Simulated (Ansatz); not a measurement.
# GeH5NOSi: vertical ionisation energy

An exercise on one series of results from a longer session: the logs are not shown, and one member is left open.

Program: Ansatz 0.2.0, Gaussian basis. Level of theory: unrestricted cation, the program's frozen cores in correlated methods. These are calculated values, not measurements.

Levels to be run: UKS PBE-D4/def2-TZVPP; UKS r2SCAN-D4/def2-TZVPP; UKS PBE0-D4/def2-TZVPP; UKS B3LYP-D4/def2-TZVPP; UKS wB97X-V/def2-TZVPP; UKS wB97M-V/def2-TZVPP; UKS B2PLYP (frozen core with filled d shells)/def2-TZVPP; UHF-CCSD(T) with filled d shells/def2-TZVPP; UHF-MP2 with filled d shells/def2-QZVPP; extrapolation to the limit; then −ε(HOMO) from the neutral's earlier runs with LDA (SPW92), PBE-D4, revPBE-D4, BLYP-D4, r2SCAN-D4, B97M-V, PBE0-D4, B3LYP-D4, r2SCANh-D4, r2SCAN0-D4, HSE06-D4, BHLYP-D4, CAM-B3LYP-D4, LC-ωPBE, ωB97X-V, ωB97M-V.

## Structure used throughout

The geometry comes from an earlier relaxation with PBE0-D4 in a triple-zeta def2 set; it is a stationary point, not always the lowest conformer.

SMILES `[NH]1[SiH2][O][GeH2]1`, 9 atoms, charge 0, spin multiplicity 1.

Atoms are counted from 1 here; the program's logs count them from 0.

Bond lengths: N1–Si2 1.727 Å, N1–Ge4 1.840 Å, N1–H5 1.003 Å, Si2–O3 1.664 Å, Si2–H6 1.488 Å, Si2–H7 1.488 Å, O3–Ge4 1.809 Å, Ge4–H8 1.538 Å, Ge4–H9 1.538 Å. Angles: Si2–N1–Ge4 91.0°, Si2–N1–H5 136.3°, Ge4–N1–H5 132.7°, N1–Si2–O3 91.4°, N1–Si2–H6 115.6°, N1–Si2–H7 115.6°, O3–Si2–H6 112.8°, O3–Si2–H7 112.8°, H6–Si2–H7 108.1°, Si2–O3–Ge4 94.2°, N1–Ge4–O3 83.4°, N1–Ge4–H8 116.8°, N1–Ge4–H9 116.7°, O3–Ge4–H8 112.4°, O3–Ge4–H9 112.3°, H8–Ge4–H9 112.1°.

The first run:

Input file in.yaml:

```yaml
crystal:
  periodic: [false, false, false]
  atoms:
    - {symbol: N, position_ang: [-0.124703, -0.469202, 0.901990]}
    - {symbol: Si, position_ang: [-0.799088, 0.945619, 0.175551]}
    - {symbol: O, position_ang: [0.111263, 0.721695, -1.199260]}
    - {symbol: Ge, position_ang: [0.909697, -0.781569, -0.587903]}
    - {symbol: H, position_ang: [-0.233956, -0.960383, 1.769319]}
    - {symbol: H, position_ang: [-2.262692, 0.897924, -0.086920]}
    - {symbol: H, position_ang: [-0.495896, 2.228485, 0.865000]}
    - {symbol: H, position_ang: [0.554189, -2.017984, -1.431501]}
    - {symbol: H, position_ang: [2.429686, -0.610784, -0.423378]}
basis:
  gaussian: {orbitals: def2-TZVPP}
total_charge: 1
magnetization: {spin_polarized: true, initial_magnetization: 1}
hamiltonian: {xc: pbe, dispersion: d4}
```

Among the steps run: Cation, UKS PBE-D4/def2-TZVPP; Cation, UKS r2SCAN-D4/def2-TZVPP; Cation, UKS PBE0-D4/def2-TZVPP; Cation, UKS B3LYP-D4/def2-TZVPP; Cation, UKS wB97X-V/def2-TZVPP; Cation, UKS wB97M-V/def2-TZVPP; Cation, UKS B2PLYP (frozen core with filled d shells)/def2-TZVPP; Cation, UHF-CCSD(T) with filled d shells/def2-TZVPP; Cation, UHF-MP2 with filled d shells/def2-QZVPP.

One of the session's tables, all rows but one given; the rest of the session is left out.

It belongs to the step «Ionisation energies side by side». Orbital estimates, from the neutral's runs:

| functional | −ε(HOMO) (eV) |
| --- | --- |
| LDA (SPW92) | 6.13 |
| PBE-D4 | 6.02 |
| revPBE-D4 | 5.98 |
| BLYP-D4 | 5.90 |
| r2SCAN-D4 | 6.33 |
| B97M-V | 6.46 |
| PBE0-D4 | 7.39 |
| B3LYP-D4 | 7.16 |
| r2SCANh-D4 | 6.83 |
| r2SCAN0-D4 | 7.60 |
| HSE06-D4 | 6.99 |
| BHLYP-D4 | ? |
| CAM-B3LYP-D4 | 8.77 |
| LC-ωPBE | 10.14 |
| ωB97X-V | 9.79 |
| ωB97M-V | 9.67 |

Estimate the missing values for BHLYP-D4.

Worked estimate for «−ε(HOMO) (eV)». Against the share of exact exchange, BLYP-D4 (0, 5.90), B3LYP-D4 (0.2, 7.16) give a slope of 6.30 per unit share; at 0.5 the line stands at 9.05.

The run gave: −ε(HOMO) (eV): 8.67. In «−ε(HOMO) (eV)» the line misses by +0.38.

Limits of these values: The cation may have settled in a state other than its lowest; no search over hole states beyond the program's own was made.
